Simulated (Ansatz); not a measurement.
# ScNH2Cl2 (singlet): geometry optimisation

Where does this start of ScNH2Cl2 (singlet) end when it is relaxed?

Computed with Ansatz 0.2.0, Gaussian basis. Level: RKS PBE0/def2-SVP.

1 further run of the same task is left out (it didn't finish). Runs told in other sessions of the task aren't counted.

## 1. Starting geometry

6 atoms, charge 0, spin multiplicity 1.

Atoms are counted from 1 here; the program's logs count them from 0.

Bond lengths: N1–Sc2 1.618 Å, N1–H5 1.049 Å, N1–H6 1.073 Å, Sc2–Cl4 1.155 Å, Sc2–H5 2.410 Å, Sc2–H6 2.432 Å. Angles: Sc2–N1–H5 127.9°, Sc2–N1–H6 128.1°, H5–N1–H6 103.0°, N1–Sc2–Cl4 137.5°, N1–Sc2–H5 20.1°, N1–Sc2–H6 20.3°, Cl4–Sc2–H5 136.3°, Cl4–Sc2–H6 135.4°, H5–Sc2–H6 40.1°, N1–H5–Sc2 32.0°, N1–H6–Sc2 31.6°.

The start is a generated structure. Sticks and bond lists go by distance. 

## 2. Relaxation

File in.yaml:

```yaml
crystal:
  periodic: [false, false, false]
  atoms:
    - {symbol: N, position_ang: [-0.240400, 0.766800, -0.045700]}
    - {symbol: Sc, position_ang: [-0.231900, -0.848200, -0.151300]}
    - {symbol: Cl, position_ang: [1.770500, -1.136400, 0.607100]}
    - {symbol: Cl, position_ang: [-0.949800, -1.682200, -0.501800]}
    - {symbol: H, position_ang: [-0.451400, 1.357000, 0.795700]}
    - {symbol: H, position_ang: [0.145100, 1.479100, -0.750100]}
basis:
  gaussian: {orbitals: def2-SVP}
hamiltonian: {xc: pbe0}
relax: {f_tol: 0.01, max_steps: 150}
```

Command:

```
> ansatz run in.yaml --threads 1 --pin off --events-out ev --progress --plain --max-ram 15360MiB --backend cuda --devices 0, --max-vram 18GiB
```

What does the calculation give? Wanted: energy gained; shift from the start; total energy; dipole moment.

**Answer**, as computed:

| quantity | value |
| --- | --- |
| steps | 16 |
| energy gained | 57.060 eV |
| shift from the start (rms) | 0.801 Å |
| total energy | -47246.8055 eV |
| dipole moment | 3.02 D |

By distance, Sc2–Cl3 formed and Sc2–H5, Sc2–H6 opened. Sc2–Cl4 went from 1.155 to 2.296 Å. No vibrations were run, so this is a stationary point, not a proven minimum, and this spin need not be the ground state's.
